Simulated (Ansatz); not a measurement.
**GaNa+ (quartet): from Hartree-Fock to the top rungs at distance Ga1–Na2 = 3.796 Å, cc-pVQZ**

The task here is to estimate one member of a computed series from the others.

The runs use Ansatz 0.2.0, Gaussian basis; cc-pVQZ, core rule «outside noble gas», up to 19 orbitals frozen.

The runs, in order: UHF; CCSD(T) on ROHF; CCSD(T) on UHF; CCSDT on ROHF; CCSDT on UHF.

48 further runs of the same task are left out: 15 for a known fault of the program, 29 that didn't finish, 4 set aside as unsound or not needed. Runs told in other sessions of the task aren't counted.

**The geometry**

The geometry derives from a PBE0/def2-TZVP stationary point (not a proven minimum). One bond is set to the value named and the two fragments are kept rigid. No spin-orbit coupling is included. The filled d shell of Ga may be among the frozen orbitals whatever the setting's name suggests.

2 atoms, charge 1, spin multiplicity 4.

Atoms are counted from 1 here; the program's logs count them from 0.

No contacts short enough for the rule that draws bonds.

Coordinates:

```xyz
2

Ga    0.00000    0.00000    0.00000
Na    0.00000    0.00000    3.79600
```

Set-up of the first run:

Input file in.yaml:

```yaml
crystal:
  periodic: [false, false, false]
  atoms:
    - {symbol: Ga, position_ang: [0.000000, 0.000000, 0.000000]}
    - {symbol: Na, position_ang: [0.000000, 0.000000, 3.796000]}
basis:
  gaussian: {orbitals: cc-pVQZ}
total_charge: 1
magnetization: {spin_polarized: true, initial_magnetization: 3}
hamiltonian: {xc: hf}
output: {orbitals: {seedname: orbitals}}
```

The run is started by

```bash
> ansatz run in.yaml --threads 1 --pin off --events-out ev --progress --plain --max-ram 2393MiB
```

Steps of the session up to this table: UHF; CCSD(T) on ROHF; CCSD(T) on UHF; CCSDT on ROHF; CCSDT on UHF.

One table of the session follows, with a row left open; its other results are not shown here.

| method | from RCCSD(T) (kJ/mol) |
| --- | --- |
| ROHF | +33.7 |
| UHF | +29.8 |
| RMP2 | +11.2 |
| UMP2 | +7.3 |
| RCCSD | +0.3 |
| UCCSD | -3.4 |
| RCCSD(T) | 0 |
| UCCSD(T) | -3.7 |
| RCCSDT | -0.1 |
| UCCSDT | ? |

Estimate the missing values for UCCSDT.

**Answer.** from RCCSD(T) (kJ/mol): -3.9. In the column «from RCCSD(T) (kJ/mol)» it is the lowest.

Limits of these values: Restricted and unrestricted rows rest on different reference determinants; a gap between their highest levels can come from leftover correlation error, from unlike frozen cores or from another state.
